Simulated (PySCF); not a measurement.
**Sn₃N: structure of the quartet**

The task is one start of a wider search on Sn₃N: the quartet, from a T-shaped start. It is relaxed, tested by its Hessian and followed downhill if it is a saddle.

Method: B3LYP, basis N def2-SVP, Sn def2-SVP with ECP28, scalar-relativistic core potentials, no spin–orbit coupling, density fitting; program: PySCF 2.14.0.

## (1) Starting geometry

4 atoms, charge 0, spin multiplicity 4.

Bond lengths: N1–Sn2 2.110 Å, N1–Sn3 2.110 Å, N1–Sn4 2.110 Å, Sn2–Sn3 2.931 Å, Sn2–Sn4 2.931 Å. Angles: Sn2–N1–Sn3 88.0°, Sn2–N1–Sn4 88.0°, Sn3–N1–Sn4 176.0°, N1–Sn2–Sn3 46.0°, N1–Sn2–Sn4 46.0°, Sn3–Sn2–Sn4 92.0°, N1–Sn3–Sn2 46.0°, N1–Sn4–Sn2 46.0°.

```xyz
4
charge 0 multiplicity 4
N     0.0000    0.0000    0.0000
Sn    0.0000    0.0000    2.1100
Sn    2.1087    0.0000    0.0736
Sn   -2.1087    0.0000    0.0736
```

## (2) Finding the electronic state

The steps below are one call of a driver around PySCF. For each, scf.py gives the equivalent set-up of the SCF; relaxations use the driver's own optimiser. After this first run the driver tries any further starts and a stability analysis.

Contents of scf.py:

```python
from pyscf import gto, scf, dft
mol = gto.M(atom='''
N      0.000000     0.000000     0.000000
Sn     0.000000     0.000000     2.110000
Sn     2.108700     0.000000     0.073600
Sn    -2.108700     0.000000     0.073600''',
    basis={'N': 'def2-SVP', 'Sn': 'def2-SVP'},
    ecp={'Sn': 'def2-SVP'},
    charge=0, spin=3)
mf = dft.UKS(mol, xc='B3LYP')
mf.grids.atom_grid = (50, 194)
aux = {'N': 'def2-universal-JKFIT', 'Sn': 'def2-universal-JKFIT'}
mf = mf.density_fit(auxbasis=aux)
mf.conv_tol = 1e-08
mf.diis_space = 10
mf.max_cycle = 60
mf.init_guess = 'huckel'
mf.verbose = 4
mf.kernel()
```

Run with:

```console
$ OMP_NUM_THREADS=2 python axn.py task.json out
```

The runs that follow: Relaxing the quartet from the T-shaped start; Vibrations and properties at this point.

**Question.** What will these runs give? Wanted: minimum; geometry; wavenumbers; dipole moment; highest occupied, lowest empty level; polar-tensor charge of N1; zero-point energy; atomisation energy; ⟨S²⟩.

**Answer**, as computed:

```
                                          quantity                                                                                                                                            value
                                           minimum                                                                                                                                     quartet, C2v
                                          geometry  N–Sn 2.017 Å (×2), N–Sn 2.363 Å, Sn–Sn 3.292 Å (×2); N–Sn–Sn 37.4° (×2), N–Sn–Sn 45.4° (×2), Sn–N–Sn 97.1° (×2), Sn–N–Sn 165.7°, Sn–Sn–Sn 74.9°
                                wavenumbers (cm⁻¹)                                                                                          62 (b2), 63 (b1), 72 (a1), 211 (a1), 293 (a1), 646 (b2)
                                     dipole moment                                                                                                                                           1.56 D
highest occupied, lowest empty level (either spin)                                                                                                                                  -3.90, -3.55 eV
                         polar-tensor charge of N1                                                                                                                                          +0.08 e
                                 zero-point energy                                                                                                                                       8.1 kJ/mol
                               entropy at 298.15 K                                                                                                                                  392.2 J/(mol K)
         atomisation energy (no zero-point energy)                                                                                                                                       793 kJ/mol
                                              ⟨S²⟩                                                                                                                                            3.771
```

**Reading.** The T-shaped start keeps its C2v symmetry and ends in a minimum. The strongest infrared band lies at 646 cm⁻¹ (b2). Other starts or spin states, not run here, may lie lower. Spin–orbit coupling, left out here, can matter for elements this heavy.
